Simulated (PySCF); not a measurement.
**Si (triplet): spin, charge, geometry and surroundings**

Aim: change spin, charge, geometry, field or solvent of Si (triplet), one at a time, and compare with the base run.

Computed with PySCF 2.14.0. Level: each script names its method and basis.

4 further runs of the same task are left out: 4 that didn't finish.

### 1 The atom

Si (triplet): 1 atom, charge 0, spin multiplicity 3.

### 2 The base run

input.py

```python
from pyscf import gto, scf
from pyscf.prop.polarizability import uhf as pol

mol = gto.M(
    atom='Si 0 0 0',
    basis='jorge-tzp-dkh',
    charge=0,
    spin=2,
    verbose=4,
)
mf = scf.UHF(mol)
mf = mf.sfx2c1e()
mf = mf.density_fit(auxbasis='def2-universal-jkfit')
mf.kernel()
print('polarizability (a.u.)')
print(pol.Polarizability(mf).polarizability().round(4))
mf.dip_moment()
print('orbital energies (hartree):', [e[max(0, n-3):n+3].round(4) for e, n in zip(mf.mo_energy, mol.nelec)])
```

On the command line:

```console
OMP_NUM_THREADS=1 python input.py
```

Its log is not repeated here.

Base result: E(SCF) = -289.456956 Eh, 8 cycles, ⟨S²⟩ = 2.014, α(xx, yy, zz) = 25.3, 25.8, 25.8 bohr³.

The triplet is typed in the script; nothing here shows that it is the ground state.

### 3 Electric field 0.2 a.u.

Variant 1 changes electric field: none → 0.2 a.u.

input.py

```python
from pyscf import gto, scf
from pyscf.prop.polarizability import uhf as pol

mol = gto.M(
    atom='Si 0 0 0',
    basis='jorge-tzp-dkh',
    charge=0,
    spin=2,
    verbose=4,
)
mf = scf.UHF(mol)
mf = mf.sfx2c1e()
mf = mf.density_fit(auxbasis='def2-universal-jkfit')
field = 0.2  # electric field along z, atomic units
h = mf.get_hcore() + field*mol.intor('int1e_r')[2]
mf.get_hcore = lambda *args: h
e_nuc = mol.energy_nuc() - field*mol.atom_charges() @ mol.atom_coords()[:, 2]
mf.energy_nuc = lambda *args: e_nuc
mf.kernel()
print('polarizability (a.u.)')
print(pol.Polarizability(mf).polarizability().round(4))
mf.dip_moment()
print('orbital energies (hartree):', [e[max(0, n-3):n+3].round(4) for e, n in zip(mf.mo_energy, mol.nelec)])
```

On the command line:

```console
OMP_NUM_THREADS=1 python input.py
```

### 4 Charge -1 (quartet)

Variant 2 changes charge: 0 → -1; spin (2S): 2 → 3.

Changes to input.py since step 2:

```diff
@@ -6,4 +6,4 @@
     basis='jorge-tzp-dkh',
-    charge=0,
-    spin=2,
+    charge=-1,
+    spin=3,
     verbose=4,
```

### 5 Electric field 0.001 a.u.

Variant 3 changes electric field: none → 0.001 a.u.

Changes to input.py since step 2:

```diff
@@ -13,2 +13,7 @@
 mf = mf.density_fit(auxbasis='def2-universal-jkfit')
+field = 0.001  # electric field along z, atomic units
+h = mf.get_hcore() + field*mol.intor('int1e_r')[2]
+mf.get_hcore = lambda *args: h
+e_nuc = mol.energy_nuc() - field*mol.atom_charges() @ mol.atom_coords()[:, 2]
+mf.energy_nuc = lambda *args: e_nuc
 mf.kernel()
```

### 6 Electric field 0.01 a.u.

Variant 4 changes electric field: none → 0.01 a.u.

Changes to input.py since step 2:

```diff
@@ -13,2 +13,7 @@
 mf = mf.density_fit(auxbasis='def2-universal-jkfit')
+field = 0.01  # electric field along z, atomic units
+h = mf.get_hcore() + field*mol.intor('int1e_r')[2]
+mf.get_hcore = lambda *args: h
+e_nuc = mol.energy_nuc() - field*mol.atom_charges() @ mol.atom_coords()[:, 2]
+mf.energy_nuc = lambda *args: e_nuc
 mf.kernel()
```

### 7 Electric field 0.005 a.u.

Variant 5 changes electric field: none → 0.005 a.u.

Changes to input.py since step 2:

```diff
@@ -13,2 +13,7 @@
 mf = mf.density_fit(auxbasis='def2-universal-jkfit')
+field = 0.005  # electric field along z, atomic units
+h = mf.get_hcore() + field*mol.intor('int1e_r')[2]
+mf.get_hcore = lambda *args: h
+e_nuc = mol.energy_nuc() - field*mol.atom_charges() @ mol.atom_coords()[:, 2]
+mf.energy_nuc = lambda *args: e_nuc
 mf.kernel()
```

Before running it: what results should come out? Wanted: for each run, E(SCF); from base; gap, α spin.

The runs gave:

```
                                  run  E(SCF) (hartree)  from base (eV)  cycles  gap, α spin (eV)
                                 base       -289.456956               0       8              8.05
electric field 0.2 a.u. (poor choice)       -289.940768  not comparable      10              7.93
                  charge -1 (quartet)       -289.481854         -0.6775       8             13.37
            electric field 0.001 a.u.       -289.456969         -0.0004       9              8.05
             electric field 0.01 a.u.       -289.458245         -0.0351      10              8.05
            electric field 0.005 a.u.       -289.457279         -0.0088      10              8.05
```

Of the runs whose energies can be compared, “electric field 0.01 a.u.” moves the SCF energy most (-0.035 eV). At the SCF level, adding an electron (to the quartet) releases 0.68 eV at fixed geometry. Rows marked «poor choice» come from settings spoiled on purpose.
